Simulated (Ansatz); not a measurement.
# One shape, several levels: AlF3 (SMILES [F][Al]([F])[F])

Aim: a comparison of 6 runs (BHLYP/STO-3G, BLYP/STO-3G, r2SCAN/STO-3G, r2SCAN0/STO-3G, CCSDT(Q)/STO-3G, CCSD(T)/STO-3G) of AlF3. 

The results are computed with Ansatz 0.2.0.

38 further runs of the same task are left out: 6 that didn't finish, 32 set aside as unsound or not needed.

## Step 1: The structure to begin with

AlF3 has 4 atoms, charge 0, and is taken as a singlet. SMILES: `[F][Al]([F])[F]`. The F3–Al1 distance was set to 4.078 Å, away from the relaxed value. At this shape a bond of the SMILES string is far longer than usual.

Bond lengths: Al1–F2 1.631 Å, Al1–F4 1.631 Å. Angles: F2–Al1–F4 120.0°.

## Step 2: A single-point energy at BHLYP/STO-3G (run 1)

Input file in.yaml:

```yaml
crystal:
  periodic: [false, false, false]
  atoms:
    - {symbol: Al, position_ang: [1.186792, -2.139678, 0.021810]}
    - {symbol: F, position_ang: [2.817832, -2.166478, 0.036560]}
    - {symbol: F, position_ang: [-0.791540, 1.425990, -0.016640]}
    - {symbol: F, position_ang: [0.347892, -3.537998, 0.027470]}
basis:
  gaussian:
    orbitals: STO-3G
accuracy: high
hamiltonian:
  xc: {name: BHLYP}
```

Launch:

```console
$ ansatz run in.yaml --threads 1 --pin off --max-ram 2610MiB --events-out events.jsonl --progress --plain --runs-dir runs
```

The program printed:

```text
Warning: RAYON_NUM_THREADS=1 ignored (pool sized by the plan → 1); use --threads N
Functional definition: BHLYP
  name "BHLYP"
  parameter a = 0.5
  exchange = (1 - a)*b88_x + a*exact_x
  correlation = lyp_c
405 factors; integrals over basis functions are off by at most 4.3e-8 eV
mean field evaluation 1: about -14531.3002 eV, gradient 2.9e1 eV
mean field evaluation 2: about -14147.2799 eV, gradient 2.4e1 eV
mean field evaluation 4: about -14534.4043 eV, gradient 1.4e1 eV
mean field evaluation 8: about -14524.0952 eV, gradient 6.3e0 eV
mean field evaluation 16: about -14541.2021 eV, gradient 1.5e0 eV
mean field evaluation 32: about -14540.8475 eV, gradient 6.9e0 eV
mean field -14541.22485854 eV, -534.3801571550 hartree, gradient 1.5e-8 eV, S^2 0.000000; 4 other end points of the search recorded, 0 dependent functions left out
reference -14541.22487426 eV, -534.3801577328 hartree; 20, 20 occupied and 4, 4 virtual orbitals, 405 factors
Total energy: -14541.22487426 eV, -534.3801577328 hartree
```

Wall time 2.1 s (1 thread of Arm Neoverse V1, shared host); peak memory 0.099 GiB.

## Step 3: A single-point energy at BLYP/STO-3G (run 2)

Input file input.yaml:

```yaml
crystal:
  periodic: [false, false, false]
  atoms:
    - {symbol: Al, position_ang: [1.186792, -2.139678, 0.021810]}
    - {symbol: F, position_ang: [2.817832, -2.166478, 0.036560]}
    - {symbol: F, position_ang: [-0.791540, 1.425990, -0.016640]}
    - {symbol: F, position_ang: [0.347892, -3.537998, 0.027470]}
basis:
  gaussian:
    orbitals: STO-3G
hamiltonian:
  xc: {name: BLYP}
accuracy: high
```

Launch:

```console
$ ansatz run input.yaml --threads 1 --pin off --max-ram 2610MiB --events-out events.jsonl --progress --plain --runs-dir runs
```

The program printed:

```text
Warning: RAYON_NUM_THREADS=1 ignored (pool sized by the plan → 1); use --threads N
Functional definition: BLYP
  name "BLYP"
  parameter beta = 0.0042
  parameter a = 0.04918
  parameter b = 0.132
  parameter c = 0.2533
  parameter d = 0.349
  exchange = b88_x(beta = beta)
  correlation = lyp_c(a = a, b = b, c = c, d = d)
405 factors; integrals over basis functions are off by at most 4.3e-8 eV
mean field evaluation 1: about -14529.8102 eV, gradient 3.0e1 eV
mean field evaluation 2: about -14143.1556 eV, gradient 2.5e1 eV
mean field evaluation 4: about -14532.4103 eV, gradient 1.6e1 eV
mean field evaluation 8: about -14521.7746 eV, gradient 8.4e0 eV
mean field evaluation 16: about -14542.1533 eV, gradient 3.8e-5 eV
mean field evaluation 32: about -14537.0530 eV, gradient 3.1e1 eV
mean field -14542.15326465 eV, -534.4142754504 hartree, gradient 1.8e-8 eV, S^2 0.000000; 4 other end points of the search recorded, 0 dependent functions left out
reference -14542.15329592 eV, -534.4142765996 hartree; 20, 20 occupied and 4, 4 virtual orbitals, 405 factors
Total energy: -14542.15329592 eV, -534.4142765996 hartree
```

It took 2 s on 1 thread of Arm Neoverse V1, shared host; peak memory 0.099 GiB.

Runs 3 to 5 aren't shown in full; the table further down has their settings and results.

## Step 4: A single-point energy at CCSD(T)/STO-3G (run 6)

Input file molecule.yaml:

```yaml
crystal:
  periodic: [false, false, false]
  atoms:
    - {symbol: Al, position_ang: [1.186792, -2.139678, 0.021810]}
    - {symbol: F, position_ang: [2.817832, -2.166478, 0.036560]}
    - {symbol: F, position_ang: [-0.791540, 1.425990, -0.016640]}
    - {symbol: F, position_ang: [0.347892, -3.537998, 0.027470]}
basis:
  gaussian:
    orbitals: STO-3G
scf:
  omitted_lower_state_checks: [cluster_reference, increment]
correlation:
  method: ccsd_t
  frozen_orbitals: {Al: 5, F: 1}
accuracy: high
```

Launch:

```console
$ ansatz run molecule.yaml --threads 1 --pin off --max-ram 2610MiB --events-out events.jsonl --progress --plain --runs-dir runs
```

The program printed:

```text
Warning: RAYON_NUM_THREADS=1 ignored (pool sized by the plan → 1); use --threads N
[... 13 lines left out ...]
8 core orbitals not correlated: weight in the atoms' cores, before any rotation towards them, 1.000 or more for the frozen orbitals, at most 0.000 for the correlated occupied ones
[... 90 lines left out ...]
WARN: these amplitudes may be one of several solutions (largest doubles amplitude 1.04, level shift 17.09 eV)
Total energy: -14508.19633025 eV, -533.1663811279 hartree
Checks for a lower state left out: cluster_reference, increment
```

Wall time 0.54 s (1 thread of Arm Neoverse V1, shared host).

## Step 5: The series

```csv
run,level,frozen core orbitals,energy (Eh),wall time
1,BHLYP/STO-3G,–,-534.380158,2.1 s
2,BLYP/STO-3G,–,-534.414277,2 s
3,r2SCAN/STO-3G,–,-534.419838,6.3 s
4,r2SCAN0/STO-3G,–,-534.371641,6.3 s
5,CCSDT(Q)/STO-3G,8,-533.157787,2.1 s
6,CCSD(T)/STO-3G,8,-533.166381,0.54 s
```

## Step 6: Results

| quantity | value |
| --- | --- |
| run 6: total energy | -533.16638 Eh |
| run 6: correlation energy (8 core orbitals frozen) | -335.1 mEh |
| run 6: (T) correction | -29.05 mEh |
| run 6: T1 diagnostic | 0.065 |

What this shows: Totals of different functionals can't be ranked against each other. In run 6 the T1 diagnostic is large, so a single reference may not serve. In runs 5, 6 the log says that unrestricted orbitals would lower the reference, so the values rest on an unstable closed-shell determinant (other closed-shell runs at this shape may share the fault). In runs 1, 2, 3, 4, 5, 6 the basis is minimal, so the values are rough. All runs together took 19 s, the longest 6.3 s.
